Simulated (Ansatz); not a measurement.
# BH₅S₃Si: small, medium and large basis sets

One table from this session's results is given with a row withheld; the runs are named, their logs left out.

Program: Ansatz 0.2.0, Gaussian basis. Level of theory: one geometry, several basis sets. These are calculated values, not measurements.

Plan: PBE0-D4/def2-SVP; ωB97M-V/def2-SVP; PBE0-D4/def2-QZVPP; ωB97M-V/def2-QZVPP; the functionals' def2-TZVPP values are taken from earlier runs.

**Structure used throughout**

The geometry comes from an earlier relaxation with PBE0-D4 in a triple-zeta def2 set; it is a stationary point, not always the lowest conformer.

SMILES `[SiH3]B(S)SS`, 10 atoms, charge 0, spin multiplicity 1.

Atoms are counted from 1 here; the program's logs count them from 0.

Bond lengths: Si1–B2 2.011 Å, Si1–H6 1.488 Å, Si1–H7 1.487 Å, Si1–H8 1.492 Å, B2–S3 1.792 Å, B2–S4 1.795 Å, S3–H9 1.343 Å, S4–S5 2.064 Å, S5–H10 1.345 Å. Angles: B2–Si1–H6 111.5°, B2–Si1–H7 111.6°, B2–Si1–H8 108.5°, H6–Si1–H7 109.0°, H6–Si1–H8 108.0°, H7–Si1–H8 108.2°, Si1–B2–S3 122.2°, Si1–B2–S4 123.1°, S3–B2–S4 114.7°, B2–S3–H9 96.9°, B2–S4–S5 104.0°, S4–S5–H10 97.2°.

As a file:

```xyz
10

Si   -1.00695    0.64889   -0.06513
B     0.34970   -0.79233   -0.42083
S     0.29246   -1.81793   -1.88961
S     1.70739   -1.15654    0.69601
S     1.42192    0.14704    2.27119
H    -0.36324    1.98483    0.05349
H    -1.78478    0.37606    1.17199
H    -1.96006    0.69666   -1.21265
H    -0.80479   -1.26449   -2.43110
H     2.23155    1.12661    1.82943
```

Set-up of the first run:

The input, in.yaml:

```yaml
crystal:
  periodic: [false, false, false]
  atoms:
    - {symbol: Si, position_ang: [-1.006950, 0.648885, -0.065126]}
    - {symbol: B, position_ang: [0.349705, -0.792328, -0.420826]}
    - {symbol: S, position_ang: [0.292465, -1.817934, -1.889608]}
    - {symbol: S, position_ang: [1.707387, -1.156542, 0.696013]}
    - {symbol: S, position_ang: [1.421923, 0.147044, 2.271186]}
    - {symbol: H, position_ang: [-0.363243, 1.984830, 0.053489]}
    - {symbol: H, position_ang: [-1.784782, 0.376056, 1.171994]}
    - {symbol: H, position_ang: [-1.960065, 0.696663, -1.212647]}
    - {symbol: H, position_ang: [-0.804791, -1.264485, -2.431103]}
    - {symbol: H, position_ang: [2.231554, 1.126610, 1.829429]}
basis:
  gaussian: {orbitals: def2-SVP}
hamiltonian: {xc: pbe0, dispersion: d4}
output: {orbitals: {seedname: orbitals}}
```

Run with:

```sh
$ ansatz run in.yaml --threads 4 --pin off --events-out ev --progress --plain --max-ram 10444MiB
```

Among the steps run: PBE0-D4 in def2-SVP; ωB97M-V in def2-SVP; PBE0-D4 in def2-QZVPP; ωB97M-V in def2-QZVPP.

One table of the session follows, with a row left open; its other results are not shown here.

It belongs to the step «Functionals by basis». 

| functional | basis | HOMO (eV) | LUMO (eV) |
| --- | --- | --- | --- |
| PBE0-D4 | def2-SVP | ? | ? |
| PBE0-D4 | def2-TZVPP | -7.51 | -1.64 |
| PBE0-D4 | def2-QZVPP | -7.53 | -1.69 |
| ωB97M-V | def2-SVP | -9.53 | 0.56 |
| ωB97M-V | def2-TZVPP | -9.64 | 0.32 |
| ωB97M-V | def2-QZVPP | -9.67 | 0.26 |

**Question.** Estimate the row for PBE0-D4, def2-SVP.

The run gave: HOMO (eV): -7.45; LUMO (eV): -1.47. In the column «HOMO (eV)» it is the highest.
